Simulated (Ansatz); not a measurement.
# ClF₂H₅Si (built from SMILES F.F.[SiH3]Cl): a reaction path by the nudged elastic band

Aim: the minimum-energy path between two given structures and its highest point. Both ends were relaxed at PBE0-D4 in triple zeta. A second band with other settings follows.

Program: Ansatz 0.2.0, Gaussian basis. Level of theory: PBE0-D4/def2-SVP. These are calculated values, not measurements.

28 further runs of the same task are left out: 28 set aside as unsound or not needed.

## (1) The system as given

The first end: 9 atoms, charge 0, spin multiplicity 1.

Atoms are counted from 1 here; the program's logs count them from 0.

Bond lengths: Si1–Cl2 2.093 Å, Si1–H3 1.474 Å, Si1–H4 1.474 Å, Si1–H5 1.480 Å, H6–F7 0.935 Å, H8–F9 0.940 Å. Angles: Cl2–Si1–H3 107.6°, Cl2–Si1–H4 107.7°, Cl2–Si1–H5 104.6°, H3–Si1–H4 113.6°, H3–Si1–H5 111.4°, H4–Si1–H5 111.4°.

Geometry (Å):

```mol
ClF2H5Si
  3D, bonds by distance, orders not assigned

  9  6  0  0  0  0  0  0  0  0999 V2000
    0.0462    1.2608   -0.8279 Si  0  0
    1.7736    0.1827   -0.3438 Cl  0  0
   -0.8525    0.3540   -1.5654 H   0  0
   -0.5312    1.7692    0.4297 H   0  0
    0.5250    2.3652   -1.6889 H   0  0
   -0.9693   -1.4544    1.1395 H   0  0
   -1.6490   -0.8451    0.9365 F   0  0
    1.0749   -1.4899    0.7278 H   0  0
    0.5825   -2.1426    1.1924 F   0  0
  1  2  8  0
  1  3  8  0
  1  4  8  0
  1  5  8  0
  6  7  8  0
  8  9  8  0
M  END
```

The second end:

```tsv
atom	x (Å)	y (Å)	z (Å)
Si1	-0.7341	1.2443	-0.5090
Cl2	2.1978	-1.1008	-0.7686
H3	-0.7080	0.5263	-1.7988
H4	-1.8710	2.1889	-0.4368
H5	0.5463	1.9136	-0.2051
H6	-0.2874	-1.2539	1.3208
F7	-1.0015	0.1437	0.6593
H8	1.5931	-1.6816	0.2156
F9	0.2649	-1.9804	1.5229
```

## (2) The band at PBE0-D4/def2-SVP

File neb/in.yaml:

```yaml
crystal:
  periodic: [false, false, false]
  atoms:
    - {symbol: Si, position_ang: [0.046195, 1.260827, -0.827881]}
    - {symbol: Cl, position_ang: [1.773643, 0.182688, -0.343755]}
    - {symbol: H, position_ang: [-0.852494, 0.354011, -1.565385]}
    - {symbol: H, position_ang: [-0.531197, 1.769229, 0.429658]}
    - {symbol: H, position_ang: [0.525013, 2.365222, -1.688880]}
    - {symbol: H, position_ang: [-0.969271, -1.454427, 1.139544]}
    - {symbol: F, position_ang: [-1.649005, -0.845113, 0.936546]}
    - {symbol: H, position_ang: [1.074867, -1.489880, 0.727817]}
    - {symbol: F, position_ang: [0.582450, -2.142557, 1.192437]}
basis:
  gaussian: {orbitals: def2-SVP}
hamiltonian: {xc: pbe0, dispersion: d4}
neb:
  images: 5
  climbing: true
  max_iterations: 40
  initial_path: idpp
  final_atoms:
    - {symbol: Si, position_ang: [-0.734110, 1.244252, -0.508992]}
    - {symbol: Cl, position_ang: [2.197846, -1.100845, -0.768642]}
    - {symbol: H, position_ang: [-0.707981, 0.526332, -1.798847]}
    - {symbol: H, position_ang: [-1.870995, 2.188934, -0.436791]}
    - {symbol: H, position_ang: [0.546304, 1.913559, -0.205142]}
    - {symbol: H, position_ang: [-0.287359, -1.253928, 1.320768]}
    - {symbol: F, position_ang: [-1.001476, 0.143707, 0.659331]}
    - {symbol: H, position_ang: [1.593070, -1.681594, 0.215559]}
    - {symbol: F, position_ang: [0.264901, -1.980416, 1.522855]}
```

On the command line:

```bash
> ansatz run in.yaml --threads 4 --pin off --events-out ev --progress --plain --max-ram 9574MiB
```

Output (excerpt; [...] marks lines left out):

```text
Functional definition: PBE0
  name "PBE0"
  cite "Adamo & Barone, J. Chem. Phys. 110, 6158 (1999) doi:10.1063/1.478522"
  cite "Perdew, Burke & Ernzerhof, Phys. Rev. Lett. 77, 3865 (1996) doi:10.1103/PhysRevLett.77.3865"
  parent pbe
[...]
902 factors; integrals over basis functions are off by at most 4.2e-4 eV
[...]
mean field -25893.28200240 eV, -951.5605624914 hartree, gradient 7.9e-6 eV, S^2 0.000000; 0 other end points of the search recorded, 0 dependent functions left out
[...]
reference -25893.28202417 eV, -951.5605632914 hartree; 27, 27 occupied and 62, 62 virtual orbitals, 902 factors
[... from here to the last solve, the lines of the solves are left out (103 solves) ...]
WARN: NEB end point (image 0): max|allowed force component| = 2.336e-1 eV/Å (the criterion of neb.relax_end_points is 1.000e-2). That is over neb.f_tol: it is no minimum, so the barrier can be far off. Relax it first
WARN: NEB end point (image 6): max|allowed force component| = 6.489e-1 eV/Å (the criterion of neb.relax_end_points is 1.000e-2). That is over neb.f_tol: it is no minimum, so the barrier can be far off. Relax it first
NEB iter   1: max|band force component| = 3.640e0 eV/Å  barrier→ = 3.6171 eV  barrier← = 3.8414 eV  Δτ_max = 0.2000 Å  (173 SCF iters)
[...]
NEB iter   4: max|band force component| = 9.815e-1 eV/Å  barrier→ = 0.9497 eV  barrier← = 1.1741 eV  Δτ_max = 0.2000 Å  (140 SCF iters)
[...]
NEB iter   7: max|band force component| = 1.627e-1 eV/Å  barrier→ = 0.8519 eV  barrier← = 1.0762 eV  CI = image 3  Δτ_max = 0.0493 Å  (138 SCF iters)
[...]
NEB iter  10: max|band force component| = 1.138e-1 eV/Å  barrier→ = 0.8504 eV  barrier← = 1.0747 eV  CI = image 3  Δτ_max = 0.0737 Å  (137 SCF iters)
[...]
NEB iter  13: max|band force component| = 3.983e-2 eV/Å  barrier→ = 0.8443 eV  barrier← = 1.0687 eV  CI = image 3  Δτ_max = 0.0164 Å  (138 SCF iters)
[...]
NEB iter  14: max|band force component| = 3.863e-2 eV/Å  barrier→ = 0.8439 eV  barrier← = 1.0683 eV  CI = image 3  CI's point: of a kind that is not told: the force calls were inconclusive, a negative curvature could not be distinguished from the path's own, the only one lies far off the [...]
Total energy: -25892.55590675 eV, -951.5338789682 hartree
Atom 0 at    -0.521998     0.988036    -0.425161 Å, force    -0.028649    -0.002635    -0.003429 eV/Å
Atom 1 at     1.618950    -0.136303    -0.686744 Å, force     0.019551    -0.002568    -0.009620 eV/Å
Atom 2 at    -1.249205     0.160409    -1.417794 Å, force     0.001614     0.004851    -0.001171 eV/Å
Atom 3 at    -1.473165     1.768804     0.427061 Å, force    -0.002034     0.000186    -0.004220 eV/Å
Atom 4 at     0.260619     2.083517    -1.069092 Å, force     0.009242    -0.002913     0.006199 eV/Å
Atom 5 at    -0.020467    -1.158712     1.062269 Å, force     0.001718     0.016621    -0.020363 eV/Å
Atom 6 at    -0.561815    -0.182115     1.035165 Å, force     0.001384     0.001261     0.020982 eV/Å
Atom 7 at     1.255034    -1.463952     0.187302 Å, force    -0.006278     0.010585    -0.002352 eV/Å
Atom 8 at     0.692248    -2.059685     0.887095 Å, force     0.003452    -0.025388     0.013974 eV/Å
Dipole moment:    -0.142761    -0.072493     0.078433 e Å
```

Run time: 2.3 min. Hardware: 4 threads of Intel Xeon at 2.70GHz, shared host.

The last band:

```tsv
image	path (Å)	energy (eV)	Si1–F7 (Å)	H6–F9 (Å)	Cl2–H8 (Å)	Si1–Cl2 (Å)
0	0.00	0.000	3.23	1.70	2.11	2.09
1	0.78	-0.016	2.83	1.62	2.09	2.11
2	1.56	0.319	2.35	1.47	1.93	2.17
3	2.34	0.844	1.87	1.16	1.63	2.43
4	3.12	-0.014	1.68	0.95	1.33	3.00
5	3.90	-0.257	1.66	0.94	1.31	3.48
6	4.68	-0.224	1.63	0.93	1.29	3.76
```

The highest image, 3:

```
Si   -0.5220    0.9880   -0.4252
Cl    1.6189   -0.1363   -0.6867
H    -1.2492    0.1604   -1.4178
H    -1.4732    1.7688    0.4271
H     0.2606    2.0835   -1.0691
H    -0.0205   -1.1587    1.0623
F    -0.5618   -0.1821    1.0352
H     1.2550   -1.4640    0.1873
F     0.6922   -2.0597    0.8871
```

## (3) The band at PBE-D4/def2-SVP, other settings

neb/in.yaml: that of step 2 with these lines changed.

```diff
@@ -14,8 +14,9 @@
   gaussian: {orbitals: def2-SVP}
-hamiltonian: {xc: pbe0, dispersion: d4}
+hamiltonian: {xc: pbe, dispersion: d4}
 neb:
-  images: 5
+  images: 4
   climbing: true
-  max_iterations: 40
+  max_iterations: 60
   initial_path: idpp
+  max_displacement: 0.3
   final_atoms:
```

On the command line:

```bash
> ansatz run in.yaml --threads 4 --pin off --events-out ev --progress --plain --max-ram 9574MiB
```

Output (excerpt; [...] marks lines left out):

```text
Functional definition: PBE
  name "PBE"
[... 2 set-up lines as earlier in the session ...]
[...]
977 factors; their error is unknown
[...]
mean field -25891.14648302 eV, -951.4820836016 hartree, gradient 6.1e-5 eV, S^2 0.000000; 0 other end points of the search recorded, 0 dependent functions left out
[...]
reference -25891.14651246 eV, -951.4820846833 hartree; 27, 27 occupied and 62, 62 virtual orbitals, 977 factors
[... from here to the last solve, the lines of the solves are left out (106 solves) ...]
WARN: NEB end point (image 0): max|allowed force component| = 6.650e-1 eV/Å (the criterion of neb.relax_end_points is 1.000e-2). That is over neb.f_tol: it is no minimum, so the barrier can be far off. Relax it first
WARN: NEB end point (image 5): max|allowed force component| = 9.405e-1 eV/Å (the criterion of neb.relax_end_points is 1.000e-2). That is over neb.f_tol: it is no minimum, so the barrier can be far off. Relax it first
NEB iter   1: max|band force component| = 2.800e0 eV/Å  barrier→ = 2.5886 eV  barrier← = 2.8335 eV  Δτ_max = 0.3000 Å  (155 SCF iters)
[...]
WARN: NEB end point (image 5): the path dips 0.088073 eV below it before the top, so the barrier from the dip is that much higher. The path crosses a lower well, or the end point is a saddle point, which neb.relax_end_points tests for
Total energy: -25890.71612810 eV, -951.4662683500 hartree
Atom 0 at    -0.483583     0.988151    -0.447538 Å, force    -0.016073    -0.021657    -0.030983 eV/Å
Atom 1 at     1.703935    -0.090438    -0.507119 Å, force     0.017046     0.004290    -0.004735 eV/Å
Atom 2 at    -1.207808     0.116633    -1.423705 Å, force    -0.008302     0.011312    -0.001792 eV/Å
Atom 3 at    -1.403681     1.846519     0.381304 Å, force    -0.000926     0.001681     0.003385 eV/Å
Atom 4 at     0.302455     2.034223    -1.195841 Å, force     0.009328     0.001268     0.014510 eV/Å
Atom 5 at    -0.111449    -1.194321     1.042920 Å, force     0.005677    -0.000793    -0.002240 eV/Å
Atom 6 at    -0.635085    -0.172279     1.038726 Å, force    -0.000059    -0.000073     0.016649 eV/Å
Atom 7 at     1.243174    -1.428800     0.244670 Å, force    -0.008008    -0.005908     0.003727 eV/Å
Atom 8 at     0.592243    -2.099688     0.866683 Å, force     0.001315     0.009880     0.001478 eV/Å
Dipole moment:    -0.094272    -0.075302     0.038521 e Å
```

Wall time 89 s (4 threads of Intel Xeon at 2.70GHz, shared host).

The last band:

```tsv
image	path (Å)	energy (eV)	Si1–F7 (Å)	H6–F9 (Å)	Cl2–H8 (Å)	Si1–Cl2 (Å)
0	0.00	0.000	3.23	1.70	2.11	2.09
1	1.06	0.003	2.57	1.54	1.98	2.15
2	2.11	0.568	1.89	1.16	1.60	2.44
3	2.99	-0.153	1.69	0.97	1.34	3.09
4	3.88	-0.333	1.68	0.96	1.32	3.47
5	4.76	-0.245	1.63	0.93	1.29	3.76
```

The highest image, 2:

```xyz
9
charge 0, multiplicity 1
Si   -0.4836    0.9882   -0.4475
Cl    1.7039   -0.0904   -0.5071
H    -1.2078    0.1166   -1.4237
H    -1.4037    1.8465    0.3813
H     0.3025    2.0342   -1.1958
H    -0.1114   -1.1943    1.0429
F    -0.6351   -0.1723    1.0387
H     1.2432   -1.4288    0.2447
F     0.5922   -2.0997    0.8667
```

## (4) Outcome

| quantity | value |
| --- | --- |
| PBE0-D4/def2-SVP, 14 iterations | highest 0.844 eV (image 3), last end -0.224 eV |
| PBE-D4/def2-SVP, 18 iterations | highest 0.568 eV (image 2), last end -0.245 eV |
| from earlier runs: barrier over the separately found saddle, CCSD(T)/def2-TZVPP | 1.281 eV |

**Reading.** The highest image lies 0.844 eV above the first end, and it climbed, so it estimates the saddle. The ends are not quite minima at this level (largest force component 0.65 eV/Å), so the heights are unreliable: relaxing the first end would lower it and raise the barrier above it. The highest image is 0.437 eV below the CCSD(T) barrier in triple zeta, which comes from separate runs on the saddle. The second band's highest image lies at 0.568 eV; the levels differ.
